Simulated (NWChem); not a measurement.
# KBr (SMILES [K][Br]) at SVWN5/def2-TZVP

What is the vertical ionisation energy of KBr at SVWN5/def2-TZVP? 

The results are computed with NWChem 7.3.0.

16 further runs of the same task are left out: 16 set aside as unsound or not needed.

### Step 1. The system as given

The species is KBr (2 atoms), meant as a singlet with charge 0. As SMILES, `[K][Br]`. The coordinates come from a PBE0-D4/def2-TZVP relaxation.

Bond lengths: K1–Br2 2.848 Å.

### Step 2. A single-point energy at SVWN5/def2-TZVP

m1.nw reads:

```
start m1
title "BrK SVWN5"
memory total 2200 mb
charge 0

geometry units angstroms noautosym nocenter noautoz
  K     1.227000   -0.459700    0.613400
  Br   -1.197500    0.399500   -0.609300
end

basis spherical bse
  * library def2-TZVP
end

dft
  xc slater vwn_5
  grid xcoarse
  convergence energy 1e-08
  iterations 100
  mulliken
  noprint "final vectors analysis"
end

task dft energy
```

Started as:

```sh
nwchem m1.nw > m1.out
```

Output:

```text
[...]
          Wavefunction type:  closed shell.
          No. of atoms     :     2
          No. of electrons :    54
[...]
          Charge           :     0
          Spin multiplicity:     1
[...]
          AO basis - number of functions:    81
[...]
              XC Information
              --------------
                        Slater Exchange Functional  1.000 local
                      VWN V Correlation Functional  1.000 local
[...]
 d= 0,ls=0.0,diis     1  -3168.8313334814 -3.29D+03  1.79D-02  1.63D+00     1.8
[...]
 d= 0,ls=0.0,diis    10  -3168.8847140308 -8.18D-09  4.11D-07  1.22D-09    11.5
         Total DFT energy =    -3168.884714030824
      One electron energy =    -4656.521928370832
           Coulomb energy =     1483.600894274884
    Exchange-Corr. energy =     -119.522672912239
 Nuclear repulsion energy =      123.558992977363
[...]
      Total Density - Mulliken Population Analysis
     ---------------------------------------------
    Atom       Charge   Shell Charges
 -----------   ------   -------------------------------------------------------
    1 K   19    18.31   2.00  2.00  1.19  0.80  0.13 -0.02  5.98  4.61  1.39  0.09  0.01  0.07  0.06
    2 Br  35    35.69   2.00  2.01  1.15  0.79  1.06  0.95  6.00  5.92  1.42  2.53  1.85  8.93  1.03  0.04  0.02  0.00
[...]
```

Run time: 12 s. Hardware: 1 thread of Intel Xeon Platinum 8488C (Sapphire Rapids), shared host; peak memory 0.1 GiB.

### Step 3. The doublet cation, same level

mymol.nw reads:

```
start mymol
title "BrK"
memory total 2200 mb
charge 1
geometry units angstrom noautosym nocenter noautoz
 K      1.227000    -0.459700     0.613400
 Br    -1.197500     0.399500    -0.609300
end
basis spherical bse
 * library def2-TZVP
end
dft
 xc slater vwn_5
 mult 2
 grid xcoarse
 convergence energy 1e-08
 iterations 100
 mulliken
 print low
end
task dft
```

Started as:

```sh
nwchem mymol.nw > mymol.out
```

Output:

```text
[...]
 d= 0,ls=0.0,diis     1  -3168.2506306338 -3.29D+03  1.22D-02  2.88D+00     2.0
[...]
 d= 0,ls=0.5,diis    16  -3168.5676664940 -9.75D-09  6.03D-07  1.75D-09    18.8
[...]
         Total DFT energy =    -3168.567666498082
      One electron energy =    -4641.251239770906
           Coulomb energy =     1468.385896719281
    Exchange-Corr. energy =     -119.261316423821
 Nuclear repulsion energy =      123.558992977363
[...]
      Total Density - Mulliken Population Analysis
     ---------------------------------------------
    Atom       Charge   Shell Charges
 -----------   ------   -------------------------------------------------------
    1 K   19    18.09   2.00  2.00  1.19  0.80  0.04 -0.01  5.98  4.62  1.38  0.03  0.00  0.04  0.00
    2 Br  35    34.91   2.00  2.01  1.15  0.79  1.13  0.92  6.00  5.91  1.35  2.52  1.12  8.93  1.03  0.03  0.02  0.00
[...]
      <S2> =      0.7511 (Exact =     0.7500)
[...]
```

It took 21 s on 1 thread of Intel Xeon Platinum 8488C (Sapphire Rapids), shared host; peak memory 0.1 GiB.

### Step 4. Summary of results

Level: SVWN5/def2-TZVP.

| quantity | value |
| --- | --- |
| singlet KBr: total energy | -3168.88471 Eh |
| singlet KBr: dipole moment | 10.26 D |
| doublet cation: total energy | -3168.56767 Eh |
| doublet cation: ⟨S²⟩ | 0.751 |
| vertical ionisation energy (to the doublet cation) | 8.627 eV |

What this shows: Removing an electron at fixed nuclei costs 8.63 eV (832 kJ/mol).
